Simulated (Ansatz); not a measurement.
# AlCo4 (R-3m) in Ansatz: notebook

Runs on AlCo4. Level: PBEsol. Tasks: single point.

Program: Ansatz 0.2.0. These are calculated values, not measurements. Logs are shortened: lines on timing, memory, paths and dates and some standing lists are left out, and cuts for length are marked.

## (1) The structure

It takes space group R-3m (No. 166, trigonal). Conventional cell: a = 2.579 Å, b = 2.579 Å, c = 29.923 Å, α = 90.00°, β = 90.00°, γ = 120.00°. Around Co (site symmetry 3m) lie 9 Co at 2.45 to 2.58 Å and 3 Al at 2.52 Å. Around Co (site symmetry 3m) lie 12 Co at 2.45 to 2.58 Å. Al (site symmetry -3m) has 6 Co at 2.52 Å and 6 Al at 2.58 Å as nearest neighbours.

The cell comes from a database or a generator and needn't be the stable form of this composition.

## (2) Single point, PBEsol, collinear spin, ferromagnetic start

File input.yaml:

```yaml
crystal:
  lattice:
    - [1.2893368271, 0.7443989642, 9.9743618604]
    - [-1.2893368271, 0.7443989642, 9.9743618604]
    - [0.0, -1.4887979284, 9.9743618604]
  atoms:
    - { symbol: Co, position: [0.401145, 0.401145, 0.401145], spin: 2.0 }
    - { symbol: Co, position: [0.799679, 0.799679, 0.799679], spin: 2.0 }
    - { symbol: Co, position: [0.200321, 0.200321, 0.200321], spin: 2.0 }
    - { symbol: Co, position: [0.598855, 0.598855, 0.598855], spin: 2.0 }
    - { symbol: Al, position: [0.0, 0.0, 0.0] }
hamiltonian:
  xc: pbesol
  pseudopotentials: { kind: paw }
magnetization:
  spin_polarized: true
  initial_magnetization: 8.0
  spin_locking: { lock_magnetization: hard }
kpoints:
  mp_grid: { grid: [10, 10, 10] }
scf:
  occupations: { method: fermi_dirac, width: 0.05 }
  lower_state_search: "off"
output:
  forces: true
  stress: true
  eigenvalues: true
  write_density: true
  write_potential: true
  elf: true
  volumetric_format: npy
```

Potentials or basis: Ansatz PAW.

Run with:

```
$ ansatz run input.yaml --threads 2 --pin off --max-ram 5632MiB --backend cpu --events-out ev --progress --plain --runs-dir out
```

The log of the run:

```text
Warning: output.stress: scf.convergence.dr2_threshold = 1e-7 eV (the SCF's general default) is looser than the 5e-10 eV advised for a printed stress (1e-10 eV for each atom of the cell: 5). What an SCF threshold leaves in a stress goes as its square root, and in the free energy as the threshold itself, and one threshold admits the most on a small cell: of the crystals measured, under no hybrid functional and no lock of the moments, on runs that ended without the residual-converged pass, on stresses that held no estimate of that error, the worst erred by over 100 MPa in a component at 1e-7 eV an atom and by under 5 at 1e-10. Set scf.convergence.dr2_threshold to 5e-10 eV or tighter. The threshold is an SCF's pass mark: one that does not reach it within its budget of iterations ends unconverged, or closes short of it on a stop that the run arms, and scf.convergence.dr2_threshold's page says what that costs each kind of run
Warning: RAYON_NUM_THREADS=2 ignored (pool sized by the plan → 2); use --threads N
basis.fft_grid_basis auto: the FFT boxes are laid along the combinations [[1, -1, 0], [0, 1, 0], [0, -1, 1]] of the cell's own vectors, 2.579, 10.085 and 2.579 Å long. The dense box has 18×72×18 points. Along the cell's own vectors, as sized, it would have 72×72×72, 16.00 times as many. Of the 12 symmetry operations that the crystal satisfies within crystal.symmetry.tolerance (time reversal apart; of a slab, those that keep its plane) the dense box along the cell's own vectors carries 12, and the one as laid loses 8 of those. basis.fft_grid_basis: typed keeps the cell's own vectors: state it where this run's energies or levels are differenced outside the engine with another run's, or held beside a run that keeps those vectors. Those combinations have planes normal to reciprocal vector 3, as the cell's own vectors have. Each planar average written beside output.write_density, output.write_potential has a row for each plane of the box: 18. The volumetric files lie along those combinations, not along the cell's own vectors: a cube or XSF file states them, and fields.json those of NumPy files.
Engine: ansatz 0.2.0, x86_64-unknown-linux-gnu
Pseudopotentials: kind: paw
Pseudopotential: Co, paw, valence charge 17, recommended cutoff 420 eV (normal), Co.paw.azcp
Pseudopotential: Al, paw, valence charge 3, recommended cutoff 420 eV (normal), Al.paw.azcp
Functional definition: PBEsol
  exchange = pbesol_x
  correlation = pbesol_c
Crystal: 5 atoms, lattice volume = 57.439 Å³
Basis set: ecut = 420 eV, 1143 PW (Γ), FFT grids on a1−a2, a2, −a2+a3, exchange–correlation on 36×144×36 points (8 copies of the dense FFT grid, shifted against one another)
Bands: 48, of which v1, the nominal top of the filled ones, is band 36 counted from 1 (35 counted from 0)
Symmetry: 12 space group operations
Space group: R-3m (ITA 166), of the structure as read, at distance tolerance 3.9e-5 Å
Magnetic group: BNS 166.97 (UNI 1327), of the structure as read, at distance tolerance 3.9e-5 Å
k-points: 116 of 1000
Non-local potential: Co, projectors of the file, l = 0: 3, l = 1: 2, l = 2: 3, l = 3: 1
Non-local potential: Al, projectors of the file, l = 0: 2, l = 1: 2, l = 2: 1
PAW form: soft (Blöchl's): semilocal exchange-correlation on the pseudo side does not see the compensation charge
PAW frozen core: Co, regenerated for the run's functional, and the local potential with it (the file was generated under x = pbe(κ = 0.804, μ = 0.2195149727645171), c = pbe(β = 0.06672455060314922))
PAW frozen core: Al, regenerated for the run's functional, and the local potential with it (the file was generated under x = pbe(κ = 0.804, μ = 0.2195149727645171), c = pbe(β = 0.06672455060314922))
PAW one-centre angular grid: Co, 590 points (default); XC on 64 Gauss nodes
PAW one-centre angular grid: Al, 110 points (default); XC on 64 Gauss nodes
Initial density: superposition of atomic densities (chi_scale 0.1, normalization cell)
Starting moments: Σ|m| = 8 μB on 4 of 5 sites
Initial wavefunctions: pseudopotential atomic-orbital guess
Functional: x = pbesol(κ = 0.804, μ = 0.12345679012345678), c = pbesol(β = 0.046)
SCF iter   1: F=—  HF=-20896.069598 eV  |F-HF|=—  |Δ(HF+E_count)|=         —  Δρ=9.79e-2 (↑1.73e-2 ↓9.79e-2)  dr2=6.76e0  dr2_m=1.49e0  M=8.000 μB ∫|m|=8.012 μB  β_m=0.30  ethr=3.10e-3  ⟨swp⟩=6.0  Hψ=40060  notcnv=0  defer=44
preconditioner: auto → Kerker (q_TF=auto, 2.826 Å⁻¹)  [metal: Δε(μ)=0.005 eV  Ē_g=7.108 eV  σ=0.050 eV  W_gap=0.02  n_scr=14 (ndim 8)  ℏωp=30.6 eV  f_vac=0.000  D(μ)=3.60/eV (n_scr^D=46)]
spin=Collinear: Kerker preconditioning applied to the charge; magnetization (m = ρ↑ − ρ↓) channel mixes plain (no charge-response kernel on spin).
SCF iter   2: F=—  HF=-20896.186492 eV  |F-HF|=—  |Δ(HF+E_count)|=   1.17e-1  Δρ=9.21e-2 (↑3.67e-2 ↓9.21e-2)  dr2=9.39e0  dr2_m=7.57e-1  M=8.000 μB ∫|m|=8.017 μB  β_m=0.26  ethr=3.10e-3  ⟨swp⟩=2.1  Hψ=17926  notcnv=0  defer=819
SCF iter   3: F=—  HF=-20896.011855 eV  |F-HF|=—  |Δ(HF+E_count)|=   1.75e-1  Δρ=6.61e-2 (↑1.87e-2 ↓6.61e-2)  dr2=3.45e0  dr2_m=7.58e-1  M=8.000 μB ∫|m|=8.030 μB  β_m=0.21  ethr=3.10e-3  ⟨swp⟩=2.3  Hψ=15090  notcnv=0  defer=819
SCF iter   4: F=—  HF=-20895.980871 eV  |F-HF|=—  |Δ(HF+E_count)|=   3.10e-2  Δρ=3.38e-2 (↑1.16e-2 ↓3.38e-2)  dr2=6.17e-1  dr2_m=2.40e-1  M=8.000 μB ∫|m|=8.059 μB  β_m=0.29  ethr=3.10e-3  ⟨swp⟩=2.0  Hψ=14237  notcnv=0  defer=747
SCF iter   5: F=—  HF=-20895.985143 eV  |F-HF|=—  |Δ(HF+E_count)|=   4.27e-3  Δρ=5.84e-3 (↑5.51e-3 ↓5.84e-3)  dr2=3.97e-2  dr2_m=1.10e-2  M=8.000 μB ∫|m|=8.123 μB  β_m=0.52  ethr=8.69e-4  ⟨swp⟩=2.0  Hψ=14374  notcnv=0  defer=791
SCF iter   6: F=—  HF=-20895.984128 eV  |F-HF|=—  |Δ(HF+E_count)|=   1.01e-3  Δρ=8.48e-3 (↑2.61e-3 ↓8.48e-3)  dr2=8.68e-2  dr2_m=7.33e-3  M=8.000 μB ∫|m|=8.146 μB  β_m=0.52  ethr=5.59e-5  ⟨swp⟩=2.0  Hψ=14355  notcnv=0  defer=796
SCF iter   7: F=—  HF=-20895.981095 eV  |F-HF|=—  |Δ(HF+E_count)|=   3.03e-3  Δρ=3.13e-3 (↑7.62e-4 ↓3.13e-3)  dr2=1.33e-2  dr2_m=8.23e-4  M=8.000 μB ∫|m|=8.160 μB  β_m=0.44  ethr=5.59e-5  ⟨swp⟩=1.4  Hψ=10586  notcnv=0  defer=796
SCF iter   8: F=—  HF=-20895.980711 eV  |F-HF|=—  |Δ(HF+E_count)|=   3.84e-4  Δρ=8.43e-4 (↑2.25e-4 ↓8.43e-4)  dr2=8.40e-4  dr2_m=6.06e-5  M=8.000 μB ∫|m|=8.163 μB  β_m=0.72  ethr=1.87e-5  ⟨swp⟩=1.0  Hψ=10582  notcnv=0  defer=795
SCF iter   9: F=—  HF=-20895.980685 eV  |F-HF|=—  |Δ(HF+E_count)|=   2.54e-5  Δρ=7.12e-4 (↑1.94e-4 ↓7.12e-4)  dr2=6.01e-4  dr2_m=3.84e-5  M=8.000 μB ∫|m|=8.164 μB  β_m=0.61  ethr=1.18e-6  ⟨swp⟩=1.0  Hψ=10353  notcnv=0  defer=795
SCF iter  10: F=—  HF=-20895.980667 eV  |F-HF|=—  |Δ(HF+E_count)|=   1.85e-5  Δρ=1.18e-4 (↑3.16e-5 ↓1.18e-4)  dr2=1.91e-5  dr2_m=1.29e-6  M=8.000 μB ∫|m|=8.164 μB  β_m=0.66  ethr=8.46e-7  ⟨swp⟩=1.0  Hψ=10335  notcnv=0  defer=795
SCF iter  11: F=—  HF=-20895.980665 eV  |F-HF|=—  |Δ(HF+E_count)|=   2.04e-6  Δρ=1.03e-4 (↑2.54e-5 ↓1.03e-4)  dr2=1.50e-5  dr2_m=8.62e-7  M=8.000 μB ∫|m|=8.164 μB  β_m=0.69  ethr=2.70e-8  ⟨swp⟩=1.0  Hψ=10436  notcnv=0  defer=795
SCF iter  12: F=—  HF=-20895.980665 eV  |F-HF|=—  |Δ(HF+E_count)|=   2.98e-7  Δρ=2.03e-5 (↑3.46e-6 ↓2.03e-5)  dr2=1.99e-7  dr2_m=6.52e-8  M=8.000 μB ∫|m|=8.164 μB  β_m=0.84  ethr=2.11e-8  ⟨swp⟩=1.0  Hψ=10335  notcnv=0  defer=795
SCF iter  13: F=-20895.980665 eV  HF=-20895.980665 eV  |F-HF|=8.19e-8  |Δ(HF+E_count)|=   3.82e-9  Δρ=9.95e-6 (↑1.19e-6 ↓9.95e-6)  dr2=8.33e-8  dr2_m=1.10e-8  M=8.000 μB ∫|m|=8.164 μB  ethr=1.41e-10  ⟨swp⟩=12.7  Hψ=68657  notcnv=0
SCF 1 converged in 13 iterations: F = -20895.980665 eV  dr2 = 8.33e-8
SCF converged after 13 iterations
Stability checked in part: among states of this total moment the steps that led to this state did not find it unstable. No probe was made; neither looks for a lower state of another moment (fixed_total_moment; see scf.lower_state_search)
Magnetization: 8.0000 μB (39.5000 up, 31.5000 down)
Absolute magnetization: 8.1643 μB (∫|ρ↑−ρ↓|, with the PAW one-centre terms)
Spin contamination: 0.0850 ħ² per cell (⟨S²⟩ above its minimum at these occupations)
Per-site moments (μB) at R_I (Å): [(1.8614122500775676, 1.0123442757361485), (2.09120457574429, 1.0123442757361485), (2.091204575744291, 1.0123442757361474), (1.8614122500775663, 1.0123442757361474), (0.057089000700700165, 1.0381491095406075)]
Free energy (F): -20895.980665 eV
Harris-Foulkes:  -20895.980665 eV  (|F-HF|=8.19e-8)
Internal energy: -20895.951948 eV  (E = F + TS)
E sigma→0 (E₀):  -20895.966306 eV
Entropy (-TS):   -0.028717 eV (-5.743 meV/atom)
Fermi energy:    16.601741 (↑ 17.189455, ↓ 16.014027) eV
--- Per-component energies (eV) ---
  E_band       = -1114.888876
  E_kinetic    = 1836.112891
  E_local      = -15969.881262  (includes V_loc(G=0)·N_el)
  E_nonlocal   = 1833.158507
  E_hartree    = 6990.392098
  E_xc         = -670.658963
  E_vxc        = -847.406633  (∫ρ·V_xc dr)
  E_paw        = -6383.709217  (= ΣΔE_a)
  E_vpaw       = -1947.665967  (= ΣTr[D̂ρ^β])
  E_aug_tail   = 0.000236  (compensation charges beyond the density's cutoff)
  E_ewald      = -8532.139054
  E_core_change = 0.772816  (= ΣΔE_core)
  E_smearing   = -0.028717  (= −TS)
  E_closure    = -0.000000  (closes the sum)
  Σ components = -20895.980665   (vs F -20895.980665, Δ=0.00e0)
--- Forces (eV/Å), atoms counted from 1 ---
  atom   1  Co     0.00000000    -0.00000000     0.42688070
  atom   2  Co     0.00000000     0.00000000     0.05467828
  atom   3  Co     0.00000000    -0.00000000    -0.05467828
  atom   4  Co     0.00000000     0.00000000    -0.42688070
  atom   5  Al    -0.00000000     0.00000000     0.00000000
  max |Σ_I F_I| component: 1.16e-18 eV/Å
--- Stress (GPa, compression-positive) ---
       -2.080808       0.000000       0.000000
        0.000000      -2.080808      -0.000000
        0.000000      -0.000000       2.415964
  P = ⅓ Tr σ = -0.5819 GPa (-5.819 kbar)
--- Band table (eV; the first three rows and the last of 232) ---
  k-point 0 ↑: bands = ["-80.0347", "-80.0102", "-79.6947", "-79.6946", "-43.4648", "-43.3340", "-43.3340", "-43.3291", "-43.3109", "-43.3109", "-43.0439", "-43.0439", "-43.0438", "-43.0438", "-42.9751", "-42.9683", "5.4516", "7.9858", "8.3400", "10.7679", "11.1251", "13.0701", "13.0791", "13.0791", "13.2167", "13.2167", "13.3794", "13.3875", "13.3875", "13.5264", "13.5264", "13.7353", "14.1540", "14.1540", "14.2237", "14.2237", "14.5379", "14.6704", "14.6704", "15.0248", "15.0248", "21.0325", "24.1200", "31.3212", "31.3508", "31.3508", "32.5263", "33.8350"]
  k-point 1 ↑: bands = ["-80.0320", "-80.0086", "-79.6926", "-79.6926", "-43.4598", "-43.3581", "-43.3388", "-43.3274", "-43.3207", "-43.3141", "-43.0593", "-43.0590", "-43.0477", "-43.0476", "-42.9732", "-42.9676", "5.7444", "8.2698", "8.6664", "10.9810", "11.3321", "12.8930", "12.9488", "13.1610", "13.2065", "13.2257", "13.2970", "13.3122", "13.4422", "13.4946", "13.6237", "13.6454", "13.8666", "14.0509", "14.0690", "14.2659", "14.3458", "14.6783", "15.0362", "15.2513", "15.7728", "21.3768", "24.2545", "28.3340", "30.2427", "31.1288", "32.7165", "33.3806"]
  k-point 2 ↑: bands = ["-80.0247", "-80.0044", "-79.6871", "-79.6871", "-43.4489", "-43.4023", "-43.3663", "-43.3511", "-43.3227", "-43.3197", "-43.0993", "-43.0976", "-43.0577", "-43.0576", "-42.9689", "-42.9659", "6.6029", "9.0771", "9.5548", "11.4932", "11.7580", "12.4858", "12.6281", "12.8360", "12.8843", "13.2202", "13.3597", "13.3839", "13.5268", "13.5554", "13.7361", "13.7757", "13.9085", "13.9438", "14.1522", "14.3235", "14.4482", "14.6939", "15.0645", "16.2174", "16.7953", "22.2733", "24.3535", "24.7749", "28.7880", "29.1655", "30.0876", "30.5576"]
  k-point 115 ↓: bands = ["-77.5645", "-77.5414", "-77.5006", "-77.4975", "-41.1227", "-41.0401", "-40.9148", "-40.9009", "-40.9009", "-40.8782", "-40.8782", "-40.8418", "-40.8347", "-40.8347", "-40.8321", "-40.8321", "5.7022", "7.7065", "10.0547", "10.0640", "12.3006", "14.0481", "15.0620", "15.0620", "15.0918", "15.1447", "15.1447", "15.2721", "15.3333", "15.3333", "15.3399", "15.3399", "15.8096", "16.3675", "16.3675", "16.4914", "16.4914", "16.7082", "16.7082", "17.1517", "17.1517", "20.7289", "27.1351", "28.6908", "31.6531", "31.6531", "34.0441", "34.0441"]
```

It took 28 s on 2 threads of Intel Xeon Platinum 8259CL at 2.50GHz (Skylake/Cascade Lake), shared host; peak memory 0.73 GiB.

Results:

```yaml
Free_energy: -20895.9807 eV
Pressure: -0.6 GPa
Largest_force: 0.427 eV/Å
Net_moment: 8.00 μB per cell
Absolute_moment: 8.16 μB per cell
Site_moments: Co +1.86, +2.09; Al +0.06 μB
```

Forces on the atoms (eV/Å):
```
Co   0.000  0.000  0.427
Co   0.000  0.000  0.055
Co   0.000  0.000 -0.055
Co   0.000  0.000 -0.427
Al   0.000  0.000  0.000
```

Caveat: the total moment is fixed, so each spin has its own Fermi level; the PAW data sets come from PBE, with cores solved anew for the run's functional, which leaves a small shift of forces and pressure; the thresholds are loose for stress.

## (3) Single point, PBEsol, collinear spin, ferromagnetic start

File input.yaml:

```yaml
crystal:
  lattice:
    - [1.2893368271, 0.7443989642, 9.9743618604]
    - [-1.2893368271, 0.7443989642, 9.9743618604]
    - [0.0, -1.4887979284, 9.9743618604]
  atoms:
    - { symbol: Co, position: [0.401145, 0.401145, 0.401145], spin: 2.5 }
    - { symbol: Co, position: [0.799679, 0.799679, 0.799679], spin: 2.5 }
    - { symbol: Co, position: [0.200321, 0.200321, 0.200321], spin: 2.5 }
    - { symbol: Co, position: [0.598855, 0.598855, 0.598855], spin: 2.5 }
    - { symbol: Al, position: [0.0, 0.0, 0.0] }
hamiltonian:
  xc: pbesol
  pseudopotentials: { kind: paw }
magnetization:
  spin_polarized: true
  initial_magnetization: 10.0
  spin_locking: { lock_magnetization: hard }
kpoints:
  mp_grid: { grid: [10, 10, 10] }
scf:
  occupations: { method: fermi_dirac, width: 0.05 }
  lower_state_search: "off"
output:
  forces: true
  stress: true
  eigenvalues: true
  write_density: true
  write_potential: true
  elf: true
  volumetric_format: npy
```

Potentials or basis: Ansatz PAW.

Run with:

```
$ ansatz run input.yaml --threads 2 --pin off --max-ram 5632MiB --backend cpu --events-out ev --progress --plain --runs-dir out
```

Run time: 43 s. Hardware: 2 threads of Intel Xeon Platinum 8259CL at 2.50GHz (Skylake/Cascade Lake), shared host; peak memory 0.73 GiB.

It converged, with:

```yaml
Free_energy: -20893.9173 eV
Pressure: 9.3 GPa
Largest_force: 0.614 eV/Å
Net_moment: 10.00 μB per cell
Absolute_moment: 10.00 μB per cell
Site_moments: Co +2.23, +2.39; Al +0.22 μB
```

Forces on the atoms (eV/Å):
```
Co   0.000  0.000  0.614
Co   0.000  0.000  0.166
Co   0.000  0.000 -0.166
Co   0.000  0.000 -0.614
Al   0.000  0.000  0.000
```

Stress tensor (GPa, compression positive):
```
 7.14  0.00  0.00
 0.00  7.14  0.00
 0.00  0.00 13.57
```

Caveat: the total moment is fixed, so each spin has its own Fermi level; the PAW data sets come from PBE, with cores solved anew for the run's functional, which leaves a small shift of forces and pressure; the thresholds are loose for stress.

## (4) Single point, PBEsol, collinear spin, ferromagnetic start

File input.yaml:

```yaml
crystal:
  lattice:
    - [1.2893368271, 0.7443989642, 9.9743618604]
    - [-1.2893368271, 0.7443989642, 9.9743618604]
    - [0.0, -1.4887979284, 9.9743618604]
  atoms:
    - { symbol: Co, position: [0.401145, 0.401145, 0.401145], spin: 3.0 }
    - { symbol: Co, position: [0.799679, 0.799679, 0.799679], spin: 3.0 }
    - { symbol: Co, position: [0.200321, 0.200321, 0.200321], spin: 3.0 }
    - { symbol: Co, position: [0.598855, 0.598855, 0.598855], spin: 3.0 }
    - { symbol: Al, position: [0.0, 0.0, 0.0] }
hamiltonian:
  xc: pbesol
  pseudopotentials: { kind: paw }
magnetization:
  spin_polarized: true
  initial_magnetization: 12.0
  spin_locking: { lock_magnetization: hard }
kpoints:
  mp_grid: { grid: [10, 10, 10] }
scf:
  occupations: { method: fermi_dirac, width: 0.05 }
  lower_state_search: "off"
output:
  forces: true
  stress: true
  eigenvalues: true
```

Potentials or basis: Ansatz PAW.

Run with:

```
$ ansatz run input.yaml --threads 2 --pin off --max-ram 5632MiB --backend cpu --events-out ev --progress --plain --runs-dir out
```

The log of the run:

```text
Warning: output.stress: scf.convergence.dr2_threshold = 1e-7 eV (the SCF's general default) is looser than the 5e-10 eV advised for a printed stress (1e-10 eV for each atom of the cell: 5). What an SCF threshold leaves in a stress goes as its square root, and in the free energy as the threshold itself, and one threshold admits the most on a small cell: of the crystals measured, under no hybrid functional and no lock of the moments, on runs that ended without the residual-converged pass, on stresses that held no estimate of that error, the worst erred by over 100 MPa in a component at 1e-7 eV an atom and by under 5 at 1e-10. Set scf.convergence.dr2_threshold to 5e-10 eV or tighter. The threshold is an SCF's pass mark: one that does not reach it within its budget of iterations ends unconverged, or closes short of it on a stop that the run arms, and scf.convergence.dr2_threshold's page says what that costs each kind of run
Warning: RAYON_NUM_THREADS=2 ignored (pool sized by the plan → 2); use --threads N
[... 92 lines left out ...]
  k-point 2 ↑: bands = ["-80.9870", "-80.9674", "-80.8160", "-80.8159", "-44.3870", "-44.3425", "-44.3077", "-44.2858", "-44.2701", "-44.2584", "-44.1578", "-44.1567", "-44.1264", "-44.1170", "-44.1166", "-44.1121", "6.6167", "8.6422", "9.1326", "10.8001", "11.0599", "11.6948", "11.8176", "12.0423", "12.0895", "12.3719", "12.5226", "12.5378", "12.6643", "12.6663", "12.8370", "12.8866", "13.0362", "13.0363", "13.2108", "13.3925", "13.5313", "13.7385", "14.1539", "15.5163", "16.1322", "21.9361", "24.0653", "24.6571", "28.7506", "28.9421", "29.7270", "30.3864", "31.5376", "32.4798"]
  k-point 115 ↓: bands = ["-77.9669", "-77.9426", "-77.8782", "-77.8770", "-41.4853", "-41.3944", "-41.2885", "-41.2885", "-41.2679", "-41.2648", "-41.2648", "-41.2067", "-41.1972", "-41.1972", "-41.1961", "-41.1961", "6.5796", "7.8327", "10.2649", "10.3237", "12.2637", "14.1345", "14.7806", "14.7806", "14.8861", "14.8868", "14.8868", "15.0573", "15.0692", "15.0692", "15.0763", "15.0763", "15.9486", "16.0927", "16.0927", "16.1942", "16.1942", "16.4163", "16.4163", "16.8245", "16.8245", "21.0611", "27.3195", "28.8842", "32.8324", "32.8324", "35.0462", "35.0462", "35.5474", "36.1333"]
```

Run time: 31 s. Hardware: 2 threads of Intel Xeon Platinum 8259CL at 2.50GHz (Skylake/Cascade Lake), shared host; peak memory 0.72 GiB.

What came out:

```
Free energy     : -20890.1226 eV
Pressure        : 22.6 GPa
Largest force   : 0.802 eV/Å
Net moment      : 12.00 μB per cell
Absolute moment : 12.00 μB per cell
Site moments    : Co +2.60, +2.65; Al +0.38 μB
```

Forces on the atoms (eV/Å):
```
Co   0.000  0.000  0.802
Co   0.000  0.000  0.337
Co   0.000  0.000 -0.337
Co   0.000  0.000 -0.802
Al   0.000  0.000  0.000
```

Caveat: the total moment is fixed, so each spin has its own Fermi level; the PAW data sets come from PBE, with cores solved anew for the run's functional, which leaves a small shift of forces and pressure; the thresholds are loose for stress.

(Part 1 of 2 ends here.)
